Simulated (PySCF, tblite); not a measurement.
# C5H10BrGa: geometry, infrared bands and NMR shifts

Aim: predict the infrared bands and NMR shifts of C5H10BrGa (`CC(C)/C=[CH]\[GaH][Br]`).

Computed with tblite 0.8.0 and PySCF 2.14.0, with density-fitted response routines of our own, on a single molecule in the gas phase. Atoms count from 0, in the outputs and in this text.

## (1) Starting geometry

17 atoms, charge 0, multiplicity 1; geometry from: force field or distance geometry start.

Bonds of the start (Å): C0–C1 1.52, C1–C2 1.49, C1–C3 1.47, C3–C4 1.35, C4–Ga5 1.79, Ga5–Br6 2.49, C0–H7 1.11, C0–H8 1.11, C0–H9 1.11, C1–H10 1.12, C2–H11 1.14, C2–H12 1.09, C2–H13 1.10, C3–H14 1.11, C4–H15 1.12, Ga5–H16 1.65.

## (2) Geometry optimisation with GFN2-xTB

Job settings and geometry (Å):

```
{"job": {"kind": "relax", "xc": "GFN2-xTB", "basis": "xTB"}, "charge": 0, "multiplicity": 1}
C     -1.983300     0.163900     0.703600
C     -0.854500     0.030100    -0.307400
C     -0.168500    -1.269900    -0.059700
C     -0.036000     1.245300    -0.378500
C      1.308300     1.271600    -0.229500
Ga     2.569000     0.034000     0.048900
Br     3.518200    -0.953800    -2.035400
H     -1.609400     0.785300     1.546200
H     -2.838600     0.685000     0.227600
H     -2.304300    -0.858900     0.984400
H     -1.377300    -0.058800    -1.295400
H     -0.984000    -2.067000    -0.018400
H      0.516300    -1.621900    -0.826700
H      0.298500    -1.298700     0.934700
H     -0.583000     2.198000    -0.545800
H      1.706200     2.313700    -0.317200
H      2.815200    -0.585900     1.558800
```

Command:

```
> OMP_NUM_THREADS=1 python probes_run.py task.json out
```

This one command runs all jobs of the session in turn.

**Question.** This job is followed by: GFN2-xTB harmonic vibrations, gas phase; GIAO PBE0/pcSseg-1 NMR shielding, non-relativistic, gas phase. Predict these results of the whole session: strongest single infrared mode (GFN2-xTB); zero-point energy (GFN2-xTB); ¹³C shifts against TMS (PBE0/pcSseg-1, means over atoms taken as alike); ¹H shifts against TMS (PBE0/pcSseg-1, means over atoms taken as alike); ⁷⁹Br shifts against HBr (PBE0/pcSseg-1); shieldings of Ga (PBE0/pcSseg-1); surface potential, 1st and 99th percentile.

The runs gave:

```
                                                               quantity                             value
                              strongest single infrared mode (GFN2-xTB)             1583 cm⁻¹, 467 km/mol
                                           zero-point energy (GFN2-xTB)                     81.7 kcal/mol
¹³C shifts against TMS (PBE0/pcSseg-1, means over atoms taken as alike)      168.7, 140.4, 40.6, 26.9 ppm
 ¹H shifts against TMS (PBE0/pcSseg-1, means over atoms taken as alike)  7.48, 7.08, 6.59, 2.48, 1.25 ppm
                                ⁷⁹Br shifts against HBr (PBE0/pcSseg-1)                           225 ppm
                                       shieldings of Ga (PBE0/pcSseg-1)                    Ga5 1258.6 ppm
                                  surface potential, 1st and 99th percentile                -0.80 V and 2.21 V
```

**Reading.** Relaxing lowered the energy by 1.139 eV in 188 steps; the close pair that moved most is C4–Ga5, from 1.788 to 2.011 Å. All 45 modes are real, so the xTB geometry is a minimum. The strongest single mode, at 1583 cm⁻¹, moves mainly H16. GFN2-xTB is a fitted tight-binding method: band positions and strengths are rough. Its intensities can rank the bands wrongly. At PBE0/pcSseg-1: The widest tensor belongs to Br6: span 891 ppm, with a paramagnetic part of -728 ppm. At PBE0/pcSseg-1, counted by nearest atom on the grid, the HOMO lies on Br6 66 %; H16 12 %, the LUMO on Ga5 45 %; C3 13 %. Spin-orbit coupling is left out, which matters for shieldings and couplings at and beside the heavy atoms.
